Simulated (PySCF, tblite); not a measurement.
# C5H13B2F2N: geometry, infrared bands and NMR shifts

Aim: predict the infrared bands and NMR shifts of C5H13B2F2N (`C[N+]1(C)[BH2-][C@H](B(F)F)CC1`).

The runs use tblite 0.8.0 and PySCF 2.14.0, with density-fitted response routines of our own; the level of theory stands in each step. All values are computed, except where a source is named. Atoms count from 0, in the outputs and in this text.

## (1) Starting geometry

23 atoms, charge 0, multiplicity 1; geometry from: force field or distance geometry start.

Bonds of the start (Å): C0–N1 1.46, N1–C2 1.46, N1–B3 1.52, B3–C4 1.59, C4–B5 1.56, B5–F6 1.46, B5–F7 1.46, C4–C8 1.50, C8–C9 1.53, C9–N1 1.43, C0–H10 1.11, C0–H11 1.12, C0–H12 1.09, C2–H13 1.13, C2–H14 1.10, C2–H15 1.10, B3–H16 1.18, B3–H17 1.20, C4–H18 1.10, C8–H19 1.11, C8–H20 1.09, C9–H21 1.10, C9–H22 1.10.

## (2) Geometry optimisation with GFN2-xTB

The job: settings as JSON, then the geometry in Å.

```
{"job": {"kind": "relax", "xc": "GFN2-xTB", "basis": "xTB"}, "charge": 0, "multiplicity": 1}
C     -1.743300    -1.199400    -0.284100
N     -0.847300    -0.097900     0.038600
C     -1.470300     0.718900     1.074400
B      0.440500    -0.745700     0.527500
C      1.512200    -0.173300    -0.502000
B      2.909100    -0.121100     0.191300
F      3.649600    -1.372400     0.249900
F      3.032600     0.710000     1.390500
C      0.893600     1.173300    -0.754000
C     -0.531400     0.720300    -1.089300
H     -2.677800    -0.852900    -0.770900
H     -2.028200    -1.661700     0.698200
H     -1.222600    -1.958800    -0.858800
H     -2.560500     0.741100     0.797600
H     -1.408800     0.282300     2.080000
H     -1.106800     1.757100     1.056700
H      0.415600    -1.928300     0.551200
H      0.741300    -0.280100     1.591300
H      1.484000    -0.753400    -1.432300
H      0.818800     1.702300     0.215200
H      1.352800     1.761300    -1.555300
H     -1.219600     1.559600    -1.251300
H     -0.438100     0.045800    -1.954200
```

Command:

```console
$ OMP_NUM_THREADS=1 python probes_run.py task.json out
```

The driver reads the jobs from task.json and runs them one after another.

**Question.** This job is followed by: GFN2-xTB harmonic vibrations, gas phase; GIAO PBE0/pcSseg-1 NMR shielding, non-relativistic, gas phase. What will the session give for the following? strongest single infrared mode (GFN2-xTB); zero-point energy (GFN2-xTB); 13C shifts against TMS (PBE0/pcSseg-1); 1H shifts against TMS (PBE0/pcSseg-1, means over atoms taken as alike); 15N shifts against NH3 (PBE0/pcSseg-1); 11B shifts against BF3·OEt2 (PBE0/pcSseg-1); 19F shifts against CFCl3 (PBE0/pcSseg-1, means over atoms taken as alike).

The runs gave:

| quantity | value |
| --- | --- |
| strongest single infrared mode (GFN2-xTB) | 1207 cm⁻¹, 291 km/mol |
| zero-point energy (GFN2-xTB) | 118.5 kcal/mol |
| 13C shifts against TMS (PBE0/pcSseg-1) | 67.7, 52.3, 49.0, 28.7, 11.9 ppm |
| 1H shifts against TMS (PBE0/pcSseg-1, means over atoms taken as alike) | 2.92, 2.63, 2.53, 2.48, 2.39, 2.17, 2.15, 2.05, 1.30 ppm |
| 15N shifts against NH3 (PBE0/pcSseg-1) | 67.8 ppm |
| 11B shifts against BF3·OEt2 (PBE0/pcSseg-1) | 30.7, -10.3 ppm |
| 19F shifts against CFCl3 (PBE0/pcSseg-1, means over atoms taken as alike) | -89.9 ppm |

The optimisation took 142 steps and gained 1.637 eV; among the close pairs (by a distance rule), B5–F6 changed most, from 1.455 to 1.326 Å. No mode is imaginary among the 63: a minimum at this level. The strongest single mode, at 1207 cm⁻¹, moves mainly B5. GFN2-xTB is a fitted tight-binding method: band positions and strengths are rough. Its intensities can rank the bands wrongly. At PBE0/pcSseg-1: The largest span, 266 ppm, is at F6, F7, where the paramagnetic term is -207 ppm.
